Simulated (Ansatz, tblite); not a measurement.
# Ga6N7 zinc blende off disc (Ga₆N₇H₂₄+): one state, many levels

The task here is to estimate one member of a computed series from the others.

The runs use Ansatz 0.2.0, Gaussian basis; as each input shows.

Levels to be run: GFN1-xTB, GFN2-xTB, PBE-D4/def2-TZVP, r2SCAN-D4/def2-TZVP, HSE06-D4/def2-TZVP, ωB97M-V/def2-TZVP, B97M-V/def2-TZVP, LC-ωPBE(0.10)/def2-SVP, LC-ωPBE(0.15)/def2-SVP, LC-ωPBE(0.20)/def2-SVP, LC-ωPBE(0.30)/def2-SVP, PBE-D4/def2-SVP, PBE0-D4/def2-SVP, MP2/def2-SVP, RPA/def2-SVP.

## The structure

The singlet was relaxed beforehand with PBE-D4/def2-SVP.

37 atoms, charge 1, spin multiplicity 1.

Bond lengths: Ga1–N7 2.087 Å, Ga1–N8 2.034 Å, Ga1–H14 1.571 Å, Ga1–H15 1.575 Å, Ga2–N9 2.087 Å, Ga2–N10 2.034 Å, Ga2–H16 1.571 Å, Ga2–H17 1.575 Å, Ga3–N7 1.980 Å, Ga3–N9 1.980 Å, Ga3–N13 2.014 Å, Ga3–H18 1.560 Å, Ga4–N11 1.980 Å, Ga4–N12 1.980 Å, Ga4–N13 2.014 Å, Ga4–H19 1.560 Å, Ga5–N8 2.034 Å, Ga5–N11 2.087 Å and more. Angles: N7–Ga1–N8 104.9°, N7–Ga1–H14 104.3°, N7–Ga1–H15 102.1°, N8–Ga1–H14 106.2°, N8–Ga1–H15 107.1°, H14–Ga1–H15 129.8°, N9–Ga2–N10 104.9°, N9–Ga2–H16 104.3°, N9–Ga2–H17 102.1°, N10–Ga2–H16 106.2°, N10–Ga2–H17 107.1°, H16–Ga2–H17 129.8°, N7–Ga3–N9 108.9°, N7–Ga3–N13 103.9°, N7–Ga3–H18 113.3°, N9–Ga3–N13 103.9°, N9–Ga3–H18 113.3°, N13–Ga3–H18 112.8° and more.

Coordinates:

```
Ga   -3.7343    1.1647    0.0573
Ga    1.1651   -3.7354    0.0338
Ga   -1.2781   -1.2785    0.2396
Ga    1.2722    1.2732    0.2537
Ga   -1.1735    3.7386    0.0117
Ga    3.7379   -1.1723    0.0402
N    -2.3886   -0.1066   -0.9062
N    -2.5732    2.5865    0.9330
N    -0.1080   -2.3813   -0.9156
N     2.5773   -2.5821    0.9351
N     0.1156    2.3812   -0.9103
N     2.3893    0.1137   -0.8986
N    -0.0054   -0.0050    1.1428
H    -4.4973    1.8821   -1.1140
H    -4.2896    0.2459    1.2101
H     1.8919   -4.4769   -1.1456
H     0.2429   -4.3125    1.1731
H    -2.1123   -2.1196    1.2542
H     2.0987    2.1078    1.2802
H    -1.9074    4.4479   -1.1834
H    -0.2586    4.3490    1.1393
H     4.4712   -1.8969   -1.1459
H     4.3242   -0.2598    1.1823
H    -3.0428   -0.7240   -1.4162
H    -1.8896    0.3873   -1.6593
H    -3.2874    3.3010    1.1638
H    -2.2547    2.2872    1.8675
H    -0.7267   -3.0319   -1.4286
H     0.3835   -1.8768   -1.6666
H     2.2678   -2.2737    1.8697
H     3.2898   -3.2982    1.1658
H    -0.3632    1.8770   -1.6697
H     0.7428    3.0318   -1.4130
H     1.8915   -0.3684   -1.6603
H     3.0437    0.7392   -1.3984
H    -0.5771    0.5618    1.7893
H     0.5622   -0.5758    1.7894
```

The ion is computed in the gas phase, without counter-ions or solvent.

PBE0-D4/def2-TZVP was run before; its log isn't repeated, and its numbers join the tables.

The first run:

Tight binding, by tblite at 300 K electronic temperature and without a spin-polarisation term:

```python
tblite.interface.Calculator('GFN1-xTB', numbers, positions, charge=1, uhf=0).singlepoint()
```

Tight binding, by tblite at 300 K electronic temperature and without a spin-polarisation term:

```python
tblite.interface.Calculator('GFN2-xTB', numbers, positions, charge=1, uhf=0).singlepoint()
```

start.molden holds the orbitals of an earlier run on this state, given as this run's starting guess.

Input file in.yaml:

```yaml
crystal:
  periodic: [false, false, false]
  atoms:
    - {symbol: Ga, position_ang: [-3.734277, 1.164670, 0.057298]}
    - {symbol: Ga, position_ang: [1.165075, -3.735387, 0.033798]}
    - {symbol: Ga, position_ang: [-1.278128, -1.278536, 0.239581]}
    - {symbol: Ga, position_ang: [1.272233, 1.273161, 0.253657]}
    - {symbol: Ga, position_ang: [-1.173524, 3.738650, 0.011701]}
    - {symbol: Ga, position_ang: [3.737916, -1.172345, 0.040194]}
    - {symbol: N, position_ang: [-2.388616, -0.106627, -0.906197]}
    - {symbol: N, position_ang: [-2.573218, 2.586452, 0.932969]}
    - {symbol: N, position_ang: [-0.108049, -2.381312, -0.915641]}
    - {symbol: N, position_ang: [2.577255, -2.582061, 0.935050]}
    - {symbol: N, position_ang: [0.115617, 2.381224, -0.910283]}
    - {symbol: N, position_ang: [2.389303, 0.113698, -0.898623]}
    - {symbol: N, position_ang: [-0.005428, -0.005034, 1.142832]}
    - {symbol: H, position_ang: [-4.497274, 1.882099, -1.114013]}
    - {symbol: H, position_ang: [-4.289553, 0.245945, 1.210137]}
    - {symbol: H, position_ang: [1.891920, -4.476905, -1.145605]}
    - {symbol: H, position_ang: [0.242942, -4.312518, 1.173068]}
    - {symbol: H, position_ang: [-2.112299, -2.119649, 1.254155]}
    - {symbol: H, position_ang: [2.098673, 2.107768, 1.280174]}
    - {symbol: H, position_ang: [-1.907367, 4.447862, -1.183393]}
    - {symbol: H, position_ang: [-0.258645, 4.348976, 1.139308]}
    - {symbol: H, position_ang: [4.471194, -1.896898, -1.145861]}
    - {symbol: H, position_ang: [4.324221, -0.259758, 1.182338]}
    - {symbol: H, position_ang: [-3.042774, -0.723996, -1.416178]}
    - {symbol: H, position_ang: [-1.889609, 0.387300, -1.659295]}
    - {symbol: H, position_ang: [-3.287360, 3.300959, 1.163784]}
    - {symbol: H, position_ang: [-2.254668, 2.287171, 1.867510]}
    - {symbol: H, position_ang: [-0.726740, -3.031873, -1.428634]}
    - {symbol: H, position_ang: [0.383519, -1.876759, -1.666592]}
    - {symbol: H, position_ang: [2.267848, -2.273658, 1.869700]}
    - {symbol: H, position_ang: [3.289816, -3.298165, 1.165819]}
    - {symbol: H, position_ang: [-0.363230, 1.877018, -1.669747]}
    - {symbol: H, position_ang: [0.742820, 3.031751, -1.413016]}
    - {symbol: H, position_ang: [1.891521, -0.368403, -1.660265]}
    - {symbol: H, position_ang: [3.043746, 0.739156, -1.398432]}
    - {symbol: H, position_ang: [-0.577079, 0.561789, 1.789314]}
    - {symbol: H, position_ang: [0.562218, -0.575775, 1.789396]}
basis:
  gaussian: {orbitals: def2-TZVP, fitting: {mean_field: def2-universal-jkfit}, initial_orbitals: start.molden}
total_charge: 1
hamiltonian: {xc: pbe, dispersion: d4}
scf: {omitted_lower_state_checks: [starts]}
output: {orbitals: {seedname: orbitals}}
```

Launch:

```console
$ ansatz run in.yaml --threads 2 --pin off --events-out ev --progress --plain --max-ram 20480MiB --backend cuda --devices 0, --max-vram 18GiB
```

Steps of the session up to this table: PBE-D4/def2-TZVP; r2SCAN-D4/def2-TZVP; HSE06-D4/def2-TZVP; ωB97M-V/def2-TZVP; B97M-V/def2-TZVP; LC-ωPBE(0.10)/def2-SVP; LC-ωPBE(0.15)/def2-SVP; LC-ωPBE(0.20)/def2-SVP; LC-ωPBE(0.30)/def2-SVP; PBE-D4/def2-SVP; PBE0-D4/def2-SVP; MP2/def2-SVP; RPA/def2-SVP.

One of the session's tables, all rows but one given; the rest of the session is left out.

It belongs to the step «Levels side by side». 

```
                 level  HOMO (eV)  LUMO (eV)  gap (eV)
       PBE-D4/def2-SVP      -9.76      -4.83      4.93
      PBE-D4/def2-TZVP      -9.81      -5.08      4.73
   r2SCAN-D4/def2-TZVP     -10.13      -4.72      5.41
      B97M-V/def2-TZVP     -10.24      -5.14      5.11
      PBE0-D4/def2-SVP     -11.03      -3.96      7.07
     PBE0-D4/def2-TZVP          ?          ?         ?
    HSE06-D4/def2-TZVP     -10.65      -4.61      6.04
     ωB97M-V/def2-TZVP     -13.28      -2.72     10.56
LC-ωPBE(0.10)/def2-SVP     -11.22      -3.44      7.78
LC-ωPBE(0.15)/def2-SVP     -11.84      -2.93      8.91
LC-ωPBE(0.20)/def2-SVP     -12.37      -2.53      9.84
LC-ωPBE(0.30)/def2-SVP     -13.20      -2.00     11.20
```

**Question.** Estimate the row for PBE0-D4/def2-TZVP.

**Answer.** HOMO (eV): -11.05; LUMO (eV): -4.24; gap (eV): 6.81. In the column «HOMO (eV)» it lies between LC-ωPBE(0.10)/def2-SVP (-11.22) and PBE0-D4/def2-SVP (-11.03).
